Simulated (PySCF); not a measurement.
# The bond of CoO, level by level

What are the lowest state that PBE0 finds, the bond length, vibrational wavenumber and bond energy of CoO, and how much do these hang on the method?

Method: Co def2-TZVPP, O def2-TZVPP, no relativity; program: PySCF 2.14.0.

## (1) Set-up

A driver script around PySCF takes these settings:

* atoms: Co, O
* charge: 0
* basis: Co def2-TZVPP, O def2-TZVPP
* Hamiltonian: no relativity
* basis functions: 95
* electrons treated: 35
* masses in u: 58.9332, 15.9949
* levels: PBE0, PBE, r²SCAN, revPBE, r²SCAN0, B3LYP, r²SCANh, CAM-B3LYP, HF, MP2, SCS-MP2
* grid: 80 radial by 434 angular points
* occupations: held fixed by the projection of orbital angular momentum
* dissociation limit: Co + O, each in its ground configuration
* starting distance in angstrom: 1.670
* values of 2S to try: 1, 3, 5, 7

Launch:

```
OMP_NUM_THREADS=1 python dia.py task.json out
```

Further steps of the session: PBE0 along the bond; Higher solutions at PBE0; PBE (GGA); r²SCAN; revPBE (GGA); r²SCAN0 (hybrid meta-GGA); B3LYP; r²SCANh (hybrid meta-GGA); CAM-B3LYP (range-separated hybrid); UHF (mean field).

**Question.** What will these runs give? Wanted: for each run, Re; ωe; De; μ.

**Answer**, as computed:

Lowest PBE0 solution found, without spin–orbit coupling: ⁴Δ (quartet), unpaired electrons π ↑↑, δ ↑. State 2 has its PBE0 minimum 0.24 eV higher. State 3 has its PBE0 minimum 0.37 eV higher. State 4 has its PBE0 minimum 0.40 eV higher. The other levels ran on the lowest alone.

| level | Re (Å) | ωe (cm⁻¹) | De (eV) | μ (D) |
| --- | --- | --- | --- | --- |
| UHF | 1.688 | 783 | -1.16 | -8.08 |
| UHF-MP2 | 1.589 | 871 | 3.76 | n/a |
| UHF-SCS-MP2 | 1.616 | 815 | 3.25 | n/a |
| PBE | 1.629 | 869 | 5.55 | -3.84 |
| revPBE | 1.636 | 853 | 5.21 | -3.90 |
| r²SCAN | 1.614 | 908 | 4.75 | -4.14 |
| r²SCANh | 1.609 | 923 | 4.12 | -4.43 |
| B3LYP | 1.623 | 894 | 4.00 | -4.52 |
| PBE0 | 1.612 | 916 | 3.79 | -4.80 |
| r²SCAN0 | 1.604 | 938 | 3.25 | -4.88 |
| CAM-B3LYP | 1.609 | 934 | 3.88 | -4.85 |

De is counted to Co + O in their ground configurations. A positive dipole means Co(−)O(+).

In words: The methods spread over 0.099 Å in bond length, from UHF-MP2 to UHF. Of the levels with a De here, UHF gives the least (-1.16 eV) and PBE the most (5.55 eV).

Correlated steps freeze 6 core orbitals. A negative De means that the minimum lies above the separated atoms at that level. The state is the lowest single determinant that the PBE0 search found; with open d or f shells the true ground state can be another one.
